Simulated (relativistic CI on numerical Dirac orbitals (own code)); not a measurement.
**Mo XVIII (Mo¹⁷⁺): levels and lines**

What are the lowest levels and the strongest lines of Mo¹⁷⁺? One CI run answers it; further runs change one setting each.

Method: Dirac-Coulomb-Breit CI, KLI orbitals optimised for each configuration, model QED (radiative potential, 1s self-energy scaled to tabulated hydrogen-like ionisation energies). Code: relativistic CI on numerical Dirac orbitals (own code) version 2.

## (1) What is computed

- ion: Mo¹⁷⁺ (Mo XVIII)
- nuclear charge: 42
- electrons: 25
- isotope: A = 98
- first configuration typed: [Ar] 3d7

The outer shells:

first configuration typed
```
[Ar] core
3d [↑↓][↑↓][↑ ][↑ ][↑ ]
```

## (2) The main run

Input settings:

```ini
atom Mo  Z=42  charge=17  electrons=25
nucleus A=98  rms_radius_fm=4.4091
hamiltonian dirac-coulomb  breit=on  qed=on  c_scale=1
orbitals kli  potential=per-configuration
slater_scale 1
correlation none
mixing on
configurations
  [Ar] 3d7
  [Ne] 3s2 3p5 3d8
  [Ne] 3s2 3p4 3d9
  [Ne] 3s 3p6 3d8
  [Ne] 3p6 3d9
  [Ar] 3d6 4s
  [Ne] 3s 3p5 3d9
  [Ar] 3d6 4p
  [Ar] 3d6 4d
  [Ar] 3d5 4s2
  [Ar] 3d6 4f
  [Ne] 3s2 3p5 3d7 4s
  [Ne] 3s2 3p4 3d8 4s
  [Ar] 3d5 4s 4p
  [Ar] 3d6 5s
  [Ne] 3s2 3p4 3d8 4p
  [Ne] 3s2 3p5 3d7 4p
  [Ar] 3d5 4p2
  [Ar] 3d6 5p
  [Ar] 3d5 4s 4d
  [Ar] 3d6 5d
  [Ne] 3s2 3p4 3d8 4d
  [Ar] 3d5 4p 4d
  [Ne] 3s 3p5 3d8 4s
  [Ar] 3d6 5f
  [Ne] 3s 3p6 3d7 4s
  [Ne] 3s2 3p5 3d6 4s2
  [Ar] 3d6 5g
  [Ne] 3s 3p5 3d8 4p
  [Ar] 3d6 6s
  [Ar] 3d6 6p
  [Ne] 3s 3p6 3d7 4p
  [Ar] 3d6 6d
  [Ne] 3p6 3d8 4s
end
```

## (3) Slater integrals scaled by 0.9

Settings: those of step 2 with these lines changed.

```diff
@@ -4,3 +4,3 @@
 orbitals kli  potential=per-configuration
-slater_scale 1
+slater_scale 0.9
 correlation none
```

## (4) Without QED terms

Settings: those of step 3 with these lines changed.

```diff
@@ -2,5 +2,5 @@
 nucleus A=98  rms_radius_fm=4.4091
-hamiltonian dirac-coulomb  breit=on  qed=on  c_scale=1
+hamiltonian dirac-coulomb  breit=on  qed=off  c_scale=1
 orbitals kli  potential=per-configuration
-slater_scale 0.9
+slater_scale 1
 correlation none
```

## (5) The first configuration alone

Input settings:

```ini
atom Mo  Z=42  charge=17  electrons=25
nucleus A=98  rms_radius_fm=4.4091
hamiltonian dirac-coulomb  breit=on  qed=on  c_scale=1
orbitals kli  potential=per-configuration
slater_scale 1
correlation none
mixing on
configurations
  [Ar] 3d7
end
```

(Steps that only read results are left out.)

Before running it: what results should come out? Wanted: lowest level; first excitation; lowest level of the other parity; fastest E1 line; ionisation energy.

**Answer**, as computed:

| run | time | mean size of shift, levels followed (cm⁻¹) | lowest level | ionisation energy (eV) |
| --- | --- | --- | --- | --- |
| main run | 10 s | 0 | 3d7 4F9/2 | 702.74 |
| Slater integrals scaled by 0.9 | 10 s | 3807 | 3d7 4F9/2 | 703.18 |
| without QED terms | 8.8 s | 81.3 | 3d7 4F9/2 | 702.71 |
| the first configuration alone | 0.039 s | 3287 | 3d7 4F9/2 | - |

The tabulated theoretical ionisation energy (NIST) is 702 eV.

```
                                                                         quantity                                                       value
                                                                     lowest level                                                   3d7 4F9/2
                                                                 first excitation                                       3d7 4F7/2, 21629 cm⁻¹
                                                 lowest level of the other parity                                  3p5 3d8 4G°11/2, 149.21 eV
                                                              levels in the model                                                        9976
fastest E1 line (by rate) to the lowest level among the lowest 400 of 9976 levels  3.934 nm, from 3d6 4p [3d3/2^3 3d5/2^3 4p1/2] J=11/2° (ii)
                                                                ionisation energy                                                   702.74 eV
                                  ionisation energy, tabulated theoretical (NIST)                                                      702 eV
```

The lowest level is 3d7 4F9/2, 92 % pure in LS and 74 % in jj coupling; over the low levels the means are 78 and 70 %, so they are in intermediate coupling. The ionisation energy agrees with the tabulated theoretical value within its uncertainty of 3 eV. Of the changes tried, the run «Slater integrals scaled by 0.9» moves the low levels most, by 3807 cm⁻¹ on average. Lifetimes count radiative decay inside the model alone.
